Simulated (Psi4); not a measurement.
# GeH2 (SMILES [GeH2]): HF/STO-3G

Aim: the vertical ionisation energy of GeH2 at HF/STO-3G, from 2 runs. Input form: a Python script.

The calculation is run with Psi4 1.11.

### 1 The structure to begin with

The species is GeH2 (3 atoms), meant as a singlet with charge 0. As SMILES, `[GeH2]`. The coordinates come from a PBE0-D4/def2-TZVP relaxation.

Bond lengths: Ge1–H2 1.595 Å, Ge1–H3 1.594 Å. Angles: H2–Ge1–H3 90.6°.

### 2 Energy and gradient at HF/STO-3G

Input file geh2.xyz:

```xyz
3
GeH2
Ge    -0.570100     0.405100    -0.263700
H      0.783000     0.743600     0.509000
H     -0.212900    -1.148700    -0.245300
```

Input file run.py:

```python
import psi4

psi4.set_memory('1600 MB')
psi4.set_num_threads(1)
psi4.core.set_output_file('output.dat', False)

with open('geh2.xyz') as f:
    atoms = ''.join(f.readlines()[2:])
mol = psi4.geometry('0 1\n' + atoms + 'symmetry c1')

options = {'basis': 'STO-3G', 'puream': True, 'e_convergence': 1e-09, 'd_convergence': 1e-08, 'scf_type': 'pk'}
psi4.set_options(options)

e, wfn = psi4.gradient('scf', molecule=mol, return_wfn=True)
psi4.oeprop(wfn, 'LOWDIN_CHARGES', 'MULLIKEN_CHARGES', 'MAYER_INDICES', title='SCF')
print('gradient / Eh bohr^-1')
print(e.np.round(6))
print(f'energy = {wfn.energy():.10f} Eh')
```

Started as:

```sh
python run.py
```

output.dat (excerpt; [...] marks lines left out):

```text
[...]
  Running in c1 symmetry.
[...]
  Nuclear repulsion =   21.473702028079785
[...]
  Multiplicity = 1
[...]
  Nalpha       = 17
  Nbeta        = 17
[...]
    Number of basis functions: 20
[...]
   @RHF iter   1: -2052.60126256133890   -3.09532e+00   2.66388e-02 DIIS/ADIIS
[...]
   @RHF iter   9: -2052.82097804292107   -2.95586e-11   9.00680e-09 DIIS
[...]
    Orbital Energies [Eh]
    ---------------------
    Doubly Occupied:
       1A   -400.462463     2A    -50.309782     3A    -45.374173
       4A    -45.372147     5A    -45.371356     6A     -6.413022
       7A     -4.458502     8A     -4.450385     9A     -4.446184
      10A     -0.601478    11A     -0.593583    12A     -0.589078
      13A     -0.581674    14A     -0.580984    15A     -0.578518
      16A     -0.357471    17A     -0.231966
[...]
  @RHF Final Energy: -2052.82097804292107
   => Energetics <=
    Nuclear Repulsion Energy =             21.4737020280797850
    One-Electron Energy =               -2927.0438315213300484
    Two-Electron Energy =                 852.7491514503290091
    Total Energy =                      -2052.8209780429210696
[...]
 Multipole Moments:
 ------------------------------------------------------------------------------------
     Multipole            Electronic (a.u.)      Nuclear  (a.u.)        Total (a.u.)
 ------------------------------------------------------------------------------------
 L = 1.  Multiply by 2.5417464519 to convert [e a0] to [Debye]
 Dipole X            :         -1.8452517            1.9501117            0.1048601
 Dipole Y            :          1.1982972           -1.2664574           -0.0681602
 Dipole Z            :         -0.0000000           -0.0000000           -0.0000000
 Magnitude           :                                                    0.1250658
[...]
  -Total Gradient:
     Atom            X                  Y                   Z
    ------   -----------------  -----------------  -----------------
       1       -0.051952868834     0.033720621423     0.000000000000
       2        0.042334206842     0.008309887764    -0.000000000000
       3        0.009618661992    -0.042030509185     0.000000000000
[...]
  Mulliken Charges: (a.u.)
   Center  Symbol    Alpha    Beta     Spin     Total
       1    GE    15.81362 15.81362  0.00000  0.37276
       2     H     0.59319  0.59319  0.00000 -0.18638
       3     H     0.59319  0.59319  0.00000 -0.18638
   Total alpha = 17.00000, Total beta = 17.00000, Total charge = -0.00000
  Lowdin Charges: (a.u.)
   Center  Symbol    Alpha    Beta     Spin     Total
       1    GE    15.82377 15.82377  0.00000  0.35247
       2     H     0.58812  0.58812  0.00000 -0.17624
       3     H     0.58812  0.58812  0.00000 -0.17623
[...]
```

Standard output:

```text
gradient / Eh bohr^-1
[[-0.051953  0.033721  0.      ]
 [ 0.042334  0.00831  -0.      ]
 [ 0.009619 -0.042031  0.      ]]
energy = -2052.8209780429 Eh
```

It took 1.2 s on 1 thread of Intel Xeon 6975P-C (Granite Rapids), shared host; peak memory 0.19 GiB.

### 3 The doublet cation: a single-point energy at UHF/STO-3G

Input file job.py:

```python
import psi4

psi4.set_memory('1600 MB')
psi4.set_num_threads(1)
psi4.set_output_file('geh2.out', False)

m = psi4.geometry("""
1 2
Ge
H 1 1.59453
H 1 1.594436 2 90.64041
symmetry c1
""")

psi4.set_options({
    'basis': 'STO-3G',
    'reference': 'uhf',
    'puream': True,
    'e_convergence': 1e-09,
    'd_convergence': 1e-08,
    'scf_type': 'pk',
    'maxiter': 200,
})

e, wfn = psi4.energy('scf', molecule=m, return_wfn=True)
psi4.oeprop(wfn, 'MAYER_INDICES', 'LOWDIN_CHARGES', 'WIBERG_LOWDIN_INDICES', title='SCF')
print(f'total energy {e:.8f} hartree = {e * 27.211386:.5f} eV')
```

Started as:

```sh
python job.py
```

geh2.out (excerpt; [...] marks lines left out):

```text
[...]
  Running in c1 symmetry.
[...]
  Nuclear repulsion =   21.473701843608630
[...]
  Multiplicity = 2
[...]
  Nalpha       = 17
  Nbeta        = 16
[...]
    Number of basis functions: 20
[...]
   @UHF iter   1: -2052.45825176994231   -2.95231e+00   2.43636e-02 DIIS/ADIIS
[...]
   @UHF iter  12: -2052.60056835943215    4.54747e-13   3.31046e-09 DIIS
[...]
   @S^2 Observed:                7.532265674E-01
[...]
    Orbital Energies [Eh]
    ---------------------
    Alpha Occupied:
       1A   -400.893218     2A    -50.735580     3A    -45.800180
       4A    -45.799472     5A    -45.797322     6A     -6.831989
       7A     -4.875099     8A     -4.872858     9A     -4.865377
      10A     -1.013680    11A     -1.011354    12A     -1.008193
      13A     -1.001022    14A     -1.000727    15A     -0.917886
      16A     -0.683933    17A     -0.635304
    Alpha Virtual:
      18A     -0.172039    19A      0.096656    20A      0.238221
    Beta Occupied:
[...]
  @UHF Final Energy: -2052.60056835943215
   => Energetics <=
    Nuclear Repulsion Energy =             21.4737018436086302
    One-Electron Energy =               -2913.4501963109737517
    Two-Electron Energy =                 839.3759261079333100
    Total Energy =                      -2052.6005683594321454
  UHF NO Occupations:
  HONO-2 :   15  A 1.9995757
  HONO-1 :   16  A 1.9988169
[...]
 Multipole Moments:
 ------------------------------------------------------------------------------------
     Multipole            Electronic (a.u.)      Nuclear  (a.u.)        Total (a.u.)
 ------------------------------------------------------------------------------------
 L = 1.  Multiply by 2.5417464519 to convert [e a0] to [Debye]
 Dipole X            :          1.7578960           -1.6533240            0.1045720
 Dipole Y            :          1.7384331           -1.6350444            0.1033887
 Dipole Z            :         -0.0000000            0.0000000           -0.0000000
 Magnitude           :                                                    0.1470528
[...]
```

On the terminal:

```text
total energy -2052.60056836 hartree = -55854.10637 eV
```

Run time: 1.3 s. Hardware: 1 thread of Intel Xeon 6975P-C (Granite Rapids), shared host; peak memory 0.18 GiB.

### 4 Summary of results

At HF/STO-3G:

| quantity | value |
| --- | --- |
| singlet GeH2: total energy | -2052.82098 Eh |
| singlet GeH2: dipole moment | 0.32 D |
| singlet GeH2: HOMO energy | -6.31 eV |
| singlet GeH2: LUMO energy | 4.70 eV |
| singlet GeH2: HOMO–LUMO gap | 11.01 eV |
| singlet GeH2: largest force on an atom | 3.185 eV/Å |
| doublet cation: total energy | -2052.60057 Eh |
| doublet cation: HOMO energy (highest over α and β) | -17.29 eV |
| doublet cation: LUMO energy (lowest over α and β) | -5.69 eV |
| doublet cation: ⟨S²⟩ | 0.753 |
| vertical ionisation energy (to the doublet cation) | 5.998 eV |

The vertical ionisation energy comes to 6.00 eV (138 kcal/mol). The largest force (singlet GeH2) is 3.18 eV/Å: the shape isn't a stationary point for this species at this level. The negative HOMO energy of the first species, 6.31 eV, lies 0.31 eV above that difference. In a minimal basis such a difference can be off by several eV, whatever the method.
